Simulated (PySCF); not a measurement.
# C2H7Ge2P: the cost of one run

Programs: PySCF 2.14.0, with density-fitted response routines of our own. Each step states its level of theory. These are calculated values for one molecule in the gas phase, unless marked as measured. Atoms count from 0, in the outputs and in this text.

## Step 1: The molecule as given

12 atoms, charge 0, multiplicity 1; geometry from: GFN2-xTB. The atoms were then displaced at random by about 0.01 Å, so the start is not that level's minimum.

Bonds of the start (Å): C0–C1 1.19, C1–Ge2 1.91, Ge2–P3 2.27, P3–Ge4 2.31, C0–H5 1.08, Ge2–H6 1.49, Ge2–H7 1.54, P3–H8 1.39, Ge4–H9 1.52, Ge4–H10 1.50, Ge4–H11 1.48.

## Step 2: Optimising the geometry at PBE0-D3(BJ)/def2-SVP

The job: settings as JSON, then the geometry in Å.

```
{"job": {"xc": "PBE0", "basis": "def2-SVP", "d3": "d3bj", "grid": 1, "shake": 0.01, "kind": "geom"}, "charge": 0, "multiplicity": 1}
C      2.027160     1.619210    -0.762820
C      1.671090     0.500230    -0.571430
Ge     1.039850    -1.257270    -0.193520
P     -0.723680    -1.356240     1.231120
Ge    -2.015690     0.261470     0.204700
H      2.315590     2.637080    -0.960940
H      0.791240    -1.911310    -1.512700
H      2.239490    -1.984250     0.432060
H     -0.193440    -0.464270     2.158980
H     -3.140400     0.644670     1.147330
H     -1.323130     1.539650    -0.154800
H     -2.648370    -0.257240    -1.027010
```

The run is started by

```sh
$ OMP_NUM_THREADS=1 python probes_run.py task.json out
```

This one command runs all jobs of the session in turn.

Q: Estimate the wall time and peak memory of this first job on 1 thread of Arm Neoverse V1, shared host.

About 2.6 min, with a peak of 0.64 GiB.
